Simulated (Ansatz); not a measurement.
# C₂H₉BOSi: basis-set convergence

How large a basis does C₂H₉BOSi need? Two functionals are run in growing sets.

Method: one geometry, several basis sets; program: Ansatz 0.2.0, Gaussian basis.

Plan: PBE0-D4/def2-SVP; ωB97M-V/def2-SVP; PBE0-D4/def2-QZVPP; ωB97M-V/def2-QZVPP; the functionals' def2-TZVPP values are taken from earlier runs.

### Step 1. The geometry

The geometry comes from an earlier relaxation with PBE0-D4 in a triple-zeta def2 set; it is a stationary point, not always the lowest conformer.

SMILES `CBC[SiH2]O`, 14 atoms, charge 0, spin multiplicity 1.

Atoms are counted from 1 here; the program's logs count them from 0.

Bond lengths: C1–B2 1.559 Å, C1–H6 1.097 Å, C1–H7 1.098 Å, C1–H8 1.092 Å, B2–C3 1.545 Å, B2–H9 1.203 Å, C3–Si4 1.868 Å, C3–H10 1.096 Å, C3–H11 1.095 Å, Si4–O5 1.651 Å, Si4–H12 1.490 Å, Si4–H13 1.490 Å, O5–H14 0.958 Å. Angles: B2–C1–H6 110.5°, B2–C1–H7 108.9°, B2–C1–H8 115.3°, H6–C1–H7 104.5°, H6–C1–H8 108.8°, H7–C1–H8 108.3°, C1–B2–C3 123.3°, C1–B2–H9 118.0°, C3–B2–H9 118.7°, B2–C3–Si4 110.9°, B2–C3–H10 113.3°, B2–C3–H11 113.7°, Si4–C3–H10 104.0°, Si4–C3–H11 104.2°, H10–C3–H11 109.9°, C3–Si4–O5 106.1°, C3–Si4–H12 110.8°, C3–Si4–H13 111.3° and more.

Coordinates:

```tsv
atom	x (Å)	y (Å)	z (Å)
C1	-1.33737	0.87370	1.56144
B2	0.14564	0.67491	1.12199
C3	0.64636	-0.57759	0.36762
Si4	0.49139	-0.34877	-1.47952
O5	1.04253	-1.74751	-2.16160
H6	-1.72827	1.82206	1.17370
H7	-1.37234	0.98821	2.65288
H8	-2.02011	0.06923	1.27946
H9	0.92551	1.56296	1.34892
H10	0.05149	-1.47512	0.57422
H11	1.70920	-0.79058	0.52320
H12	-0.92684	-0.10136	-1.86495
H13	1.29587	0.81327	-1.95033
H14	1.06385	-1.79283	-3.11822
```

### Step 2. PBE0-D4 in def2-SVP

The input, in.yaml:

```yaml
crystal:
  periodic: [false, false, false]
  atoms:
    - {symbol: C, position_ang: [-1.337375, 0.873703, 1.561436]}
    - {symbol: B, position_ang: [0.145636, 0.674911, 1.121992]}
    - {symbol: C, position_ang: [0.646356, -0.577591, 0.367620]}
    - {symbol: Si, position_ang: [0.491393, -0.348772, -1.479520]}
    - {symbol: O, position_ang: [1.042532, -1.747505, -2.161595]}
    - {symbol: H, position_ang: [-1.728272, 1.822061, 1.173696]}
    - {symbol: H, position_ang: [-1.372341, 0.988215, 2.652882]}
    - {symbol: H, position_ang: [-2.020105, 0.069234, 1.279459]}
    - {symbol: H, position_ang: [0.925513, 1.562958, 1.348919]}
    - {symbol: H, position_ang: [0.051485, -1.475118, 0.574219]}
    - {symbol: H, position_ang: [1.709200, -0.790579, 0.523199]}
    - {symbol: H, position_ang: [-0.926836, -0.101357, -1.864955]}
    - {symbol: H, position_ang: [1.295866, 0.813273, -1.950328]}
    - {symbol: H, position_ang: [1.063848, -1.792833, -3.118221]}
basis:
  gaussian: {orbitals: def2-SVP}
hamiltonian: {xc: pbe0, dispersion: d4}
output: {orbitals: {seedname: orbitals}}
```

Further steps of the session: ωB97M-V in def2-SVP; PBE0-D4 in def2-QZVPP; ωB97M-V in def2-QZVPP.

**Question.** What will the summary of the whole plan be? Wanted: PBE0-D4: double and triple zeta above quadruple; ωB97M-V: double and triple zeta above quadruple.

As calculated:

| quantity | value |
| --- | --- |
| PBE0-D4: double and triple zeta above quadruple | 9.23, 0.58 eV |
| ωB97M-V: double and triple zeta above quadruple | 9.50, 0.54 eV |

**Reading.** PBE0-D4 gains 8.65 eV from double to triple zeta, then 0.58 eV more. These are total energies; as a rule much of such shifts cancels in differences, which this series doesn't test.
